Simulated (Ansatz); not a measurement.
## CH₇ClOSi₂, SMILES CO[SiH]([SiH3])Cl: a rigid torsion scan

Computed with Ansatz 0.2.0, Python API.

Script `torsion.py`:
```python
"""Energy of CH7ClOSi2 as one group turns about a bond."""

import warnings

import ansatz as az
from ase import Atoms


def main() -> None:
    warnings.simplefilter("ignore", az.DeckWarning)

    atoms = Atoms(["C", "O", "Si", "Si", "Cl", "H", "H", "H", "H", "H", "H", "H"], positions=[
        (1.0151, 1.783, 0.9974),
        (0.4325, 1.0415, -0.073),
        (-0.3969, -0.3672, 0.2861),
        (-0.5525, -1.7127, -1.5503),
        (-2.175, 0.19, 1.0543),
        (0.1737, 2.22, 1.6404),
        (1.5019, 2.6937, 0.5494),
        (1.7432, 1.2812, 1.5609),
        (0.3731, -1.0495, 1.4319),
        (-1.3824, -1.0403, -2.6094),
        (-1.3704, -2.9703, -1.1708),
        (0.7146, -2.1245, -2.083),
    ])

    # relax first, so that the scan starts from a minimum
    first = (
        az.Crystal.molecule_from_ase(atoms).calculation()
        .basis(gaussian="def2-SVP")  # atom-centred Gaussian functions
        .functional("cam_b3lyp")
        .relax(force_tolerance=0.02, max_steps=80)  # relax until the tolerances are met
    )
    atoms.positions = first.run(threads=1, backend="cpu").report["positions_ang"]

    start = atoms.get_dihedral(1, 2, 3, 9)
    energies = {}
    for turn in range(0, 121, 15):
        turned = atoms.copy()
        turned.set_dihedral(1, 2, 3, 9, start + turn, indices=[3, 9, 10, 11])
        calculation = (
            az.Crystal.molecule_from_ase(turned).calculation()
            .basis(gaussian="def2-SVP")
            .functional("cam_b3lyp")
        )
        energies[round((start + turn) % 360)] = calculation.run(threads=1, backend="cpu").report["free_energy_ev"]
    floor = min(energies.values())
    print("dihedral O1-Si2-Si3-H9 (deg)   E - E(min) (kcal/mol)")
    for angle, e in sorted(energies.items()):
        print(f"{angle:8d} {23.060548 * (e - floor):14.3f}  " + "#" * int(30 * (e - floor) / max(max(energies.values()) - floor, 1e-9)))


if __name__ == "__main__":
    main()
```

```console
$ python torsion.py
dihedral O1-Si2-Si3-H9 (deg)   E - E(min) (kcal/mol)
      15          1.111  ##########################
      30          0.674  ###############
      45          0.227  #####
      60          0.029
     300          0.000
     315          0.162  ###
     330          0.597  ##############
     345          1.059  ########################
     360          1.274  ##############################
```

The scan is rigid and the energies are electronic, in a modest basis. With rigid groups the curve can differ much from the relaxed path, the start wasn't checked as a minimum of this torsion, and equivalent turns needn't return to the same energy. Timing: 2.3 min on 1 thread of Arm Neoverse V1, on a shared host, peak memory 0.42 GiB.

(A comment or docstring line of the script was reworded after the run, the code is as it ran.)
